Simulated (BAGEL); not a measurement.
**Si2NH6Cl (SMILES N[SiH]([SiH3])Cl): B3LYP/6-31G(d) (density fitting with cc-pvqz-jkfit, spherical functions)**

Aim: the energy change on altering one bond length of Si2NH6Cl at B3LYP/6-31G* (density fitting with cc-pvqz-jkfit, spherical functions), from 2 runs. 

The results are computed with BAGEL 1.2.2.

1 further run of the same task is left out (set aside as unsound or not needed).

**1. Starting point**

Si2NH6Cl: 10 atoms, total charge 0, spin state singlet. SMILES: `N[SiH]([SiH3])Cl`. The coordinates come from a PBE0-D4/def2-TZVP relaxation. This is one conformer, not always the lowest.

Bond lengths: N1–Si2 1.706 Å, Si2–Si3 2.336 Å, Si2–Cl4 2.083 Å, N1–H5 1.008 Å, N1–H6 1.008 Å, Si2–H7 1.482 Å, Si3–H8 1.486 Å, Si3–H9 1.489 Å, Si3–H10 1.488 Å. Some angles: N1–Si2–Si3 109.4°, N1–Si2–Cl4 114.5°, Si3–Si2–Cl4 106.1°, N1–Si2–H7 107.1°, Si3–Si2–H7 114.7°, Cl4–Si2–H7 105.1°, Si2–N1–H5 120.5°, Si2–N1–H6 120.3°, Si2–Si3–H8 110.2°, Si2–Si3–H9 108.8°.

**2. A single-point energy at B3LYP/6-31G(d) (density fitting with cc-pvqz-jkfit, spherical functions)**

Contents of job.json:

```json
{ "bagel" : [

{
  "title" : "molecule",
  "basis" : "6-31gs.json",
  "df_basis" : "cc-pvqz-jkfit",
  "angstrom" : "true",
  "geometry" : [
    { "atom" : "N", "xyz" : [   -0.500400,    1.640400,   -0.476600 ] },
    { "atom" : "Si", "xyz" : [   -0.088700,    0.024400,   -0.834700 ] },
    { "atom" : "Si", "xyz" : [    0.678000,   -1.030800,    1.103600 ] },
    { "atom" : "Cl", "xyz" : [   -1.669600,   -1.135800,   -1.538400 ] },
    { "atom" : "H", "xyz" : [   -1.066800,    1.857300,    0.327900 ] },
    { "atom" : "H", "xyz" : [   -0.657600,    2.302300,   -1.220500 ] },
    { "atom" : "H", "xyz" : [    0.889100,    0.060000,   -1.948200 ] },
    { "atom" : "H", "xyz" : [    0.872200,   -2.482600,    0.855100 ] },
    { "atom" : "H", "xyz" : [   -0.336100,   -0.853800,    2.179500 ] },
    { "atom" : "H", "xyz" : [    1.962900,   -0.432600,    1.555400 ] }
  ]
},
{ "title" : "ks", "xc_func" : "b3lyp" },
{ "title" : "print", "file" : "orbitals.molden", "orbitals" : "true" }

]}
```

The basis set 6-31G* is read from a file made from the Basis Set Exchange's data (not shown).

Command:

```bash
BAGEL_NUM_THREADS=1 BAGEL job.json > job.out
```

Output:

```text
* using 1 threads per process

  ===============================================================
  ===============================================================

  *** Geometry ***

  { "atom" : "N", "xyz" : [     -0.945619,      3.099907,     -0.900643 ] },
  { "atom" : "Si", "xyz" : [     -0.167619,      0.046109,     -1.577354 ] },
  { "atom" : "Si", "xyz" : [      1.281234,     -1.947930,      2.085502 ] },
  { "atom" : "Cl", "xyz" : [     -3.155087,     -2.146351,     -2.907155 ] },
  { "atom" : "H", "xyz" : [     -2.015960,      3.509788,      0.619641 ] },
  { "atom" : "H", "xyz" : [     -1.242684,      4.350716,     -2.306411 ] },
  { "atom" : "H", "xyz" : [      1.680155,      0.113384,     -3.681564 ] },
  { "atom" : "H", "xyz" : [      1.648219,     -4.691434,      1.615905 ] },
  { "atom" : "H", "xyz" : [     -0.635137,     -1.613448,      4.118658 ] },
  { "atom" : "H", "xyz" : [      3.709343,     -0.817496,      2.939280 ] },

  Number of auxiliary basis functions:      856

  Since a DF basis is specified, we compute 2- and 3-index integrals:
    o Being stored without compression. Storage requirement is 0.044 GB

  Number of basis functions:       80
  Number of electrons      :       58

    * METHOD: MOLECULE                             0.96

  *** Kohn-Sham DFT ***

    * Removing 18471 points whose weight is below 1.00e-10
    * Grid points: 130589

  === Nuclear Repulsion ===
   274.2857916591

       - DIIS with orbital gradients will be used.

  === KS iteration (b3lyp / 6-31gs.json) ===
      0      -1055.68551064          0.12435899           0.68
      1      -1021.12384632          0.19282568           0.67
      2       -955.67597059          0.13437388           0.67
      3      -1052.34189624          0.10199793           0.67
      4      -1086.08673939          0.08550322           0.68
      5      -1079.89553182          0.09701250           0.67
      6      -1097.34551384          0.02026636           0.66
      7      -1096.82886124          0.02830702           0.67
      8      -1097.54965137          0.00978161           0.67
      9      -1097.60128124          0.00254583           0.66
     10      -1097.60875403          0.00031564           0.66
     11      -1097.60883941          0.00008404           0.66
     12      -1097.60884365          0.00001941           0.67
     13      -1097.60884387          0.00000502           0.67
     14      -1097.60884388          0.00000273           0.67
     15      -1097.60884389          0.00000032           0.67
     16      -1097.60884389          0.00000008           0.67
     17      -1097.60884389          0.00000003           0.67
     18      -1097.60884389          0.00000001           0.67
    * SCF iteration converged.

    * Permanent dipole moment:
           (   -0.156408,    -0.856310,    -0.275816) a.u.

    * METHOD: KS                                  13.47

    * METHOD: PRINT                                0.01

  ===============================================================
```

Run time: 15 s. Hardware: 1 thread of Arm Neoverse V1, shared host; peak memory 0.55 GiB.

**3. The distorted shape**

Contents of input.json:

```json
{ "bagel" : [

{
  "title" : "molecule",
  "basis" : "6-31gs.json",
  "df_basis" : "cc-pvqz-jkfit",
  "angstrom" : "true",
  "geometry" : [
    { "atom" : "N", "xyz" : [      -0.597501,       2.366308,      -0.352349 ] },
    { "atom" : "Si", "xyz" : [      -0.185801,       0.750308,      -0.710449 ] },
    { "atom" : "Si", "xyz" : [       0.580899,      -0.304892,       1.227851 ] },
    { "atom" : "Cl", "xyz" : [      -1.766701,      -0.409892,      -1.414149 ] },
    { "atom" : "H", "xyz" : [      -1.163901,       2.583208,       0.452151 ] },
    { "atom" : "H", "xyz" : [      -0.754701,       3.028208,      -1.096249 ] },
    { "atom" : "H", "xyz" : [       0.791999,       0.785908,      -1.823949 ] },
    { "atom" : "H", "xyz" : [       0.872200,      -2.482600,       0.855100 ] },
    { "atom" : "H", "xyz" : [      -0.433201,      -0.127892,       2.303751 ] },
    { "atom" : "H", "xyz" : [       1.865799,       0.293308,       1.679651 ] }
  ]
},

{ "title" : "ks", "xc_func" : "b3lyp" },

{ "title" : "print", "file" : "orbitals.molden", "orbitals" : "true" }

]}
```

The basis set 6-31G* is read from a file made from the Basis Set Exchange's data (not shown).

Command:

```bash
BAGEL_NUM_THREADS=1 BAGEL input.json > input.out
```

Output:

```text
* using 1 threads per process

  ===============================================================
  ===============================================================

  *** Geometry ***

  { "atom" : "N", "xyz" : [     -1.129113,      4.471674,     -0.665843 ] },
  { "atom" : "Si", "xyz" : [     -0.351113,      1.417877,     -1.342554 ] },
  { "atom" : "Si", "xyz" : [      1.097740,     -0.576162,      2.320302 ] },
  { "atom" : "Cl", "xyz" : [     -3.338581,     -0.774584,     -2.672354 ] },
  { "atom" : "H", "xyz" : [     -2.199454,      4.881556,      0.854442 ] },
  { "atom" : "H", "xyz" : [     -1.426178,      5.722484,     -2.071610 ] },
  { "atom" : "H", "xyz" : [      1.496661,      1.485151,     -3.446764 ] },
  { "atom" : "H", "xyz" : [      1.648219,     -4.691434,      1.615905 ] },
  { "atom" : "H", "xyz" : [     -0.818631,     -0.241681,      4.353458 ] },
  { "atom" : "H", "xyz" : [      3.525849,      0.554272,      3.174080 ] },

  Number of auxiliary basis functions:      856

  Since a DF basis is specified, we compute 2- and 3-index integrals:
    o Being stored without compression. Storage requirement is 0.044 GB

  Number of basis functions:       80
  Number of electrons      :       58

    * METHOD: MOLECULE                             0.99

  *** Kohn-Sham DFT ***

    * Removing 18004 points whose weight is below 1.00e-10
    * Grid points: 131056

  === Nuclear Repulsion ===
   271.8501204690

       - DIIS with orbital gradients will be used.

  === KS iteration (b3lyp / 6-31gs.json) ===
      0      -1055.11112258          0.12751432           0.72
      1      -1043.67735437          0.17593456           0.70
      2      -1005.44665014          0.14050704           0.69
      3      -1072.04953443          0.10856453           0.70
      4      -1096.64404376          0.03086434           0.70
      5      -1097.20329661          0.01622501           0.70
      6      -1097.51807176          0.00439922           0.70
      7      -1097.53330858          0.00218566           0.70
      8      -1097.53671868          0.00075042           0.69
      9      -1097.53707780          0.00027461           0.69
     10      -1097.53714769          0.00006449           0.69
     11      -1097.53715092          0.00001486           0.68
     12      -1097.53715106          0.00000648           0.69
     13      -1097.53715109          0.00000321           0.69
     14      -1097.53715110          0.00000086           0.69
     15      -1097.53715110          0.00000041           0.69
     16      -1097.53715110          0.00000008           0.69
     17      -1097.53715110          0.00000005           0.72
     18      -1097.53715110          0.00000001           0.70
    * SCF iteration converged.

    * Permanent dipole moment:
           (   -0.057580,    -1.291165,    -0.279694) a.u.

    * METHOD: KS                                  14.01

    * METHOD: PRINT                                0.01

  ===============================================================
```

It took 15 s on 1 thread of Arm Neoverse V1, shared host; peak memory 0.55 GiB.

**4. Results**

Level: B3LYP/6-31G* (density fitting with cc-pvqz-jkfit, spherical functions).

```
                                                          quantity           value
                                         first shape: total energy  -1097.60884 Eh
                                        first shape: dipole moment          2.32 D
                                          first shape: HOMO energy        -7.49 eV
                                          first shape: LUMO energy         0.03 eV
                                        first shape: HOMO–LUMO gap         7.52 eV
                                     distorted shape: total energy  -1097.53715 Eh
                                    distorted shape: dipole moment          3.36 D
                                      distorted shape: HOMO energy        -7.49 eV
                                      distorted shape: LUMO energy        -1.74 eV
                                    distorted shape: HOMO–LUMO gap         5.75 eV
energy change with the Si3–H8 bond stretched from 1.486 to 2.228 Å        1.951 eV
```

What this shows: With the Si3–H8 bond stretched from 1.486 to 2.228 Å the energy rises by 1.95 eV (45 kcal/mol). The first shape isn't relaxed at this level, so the change isn't measured from a minimum.
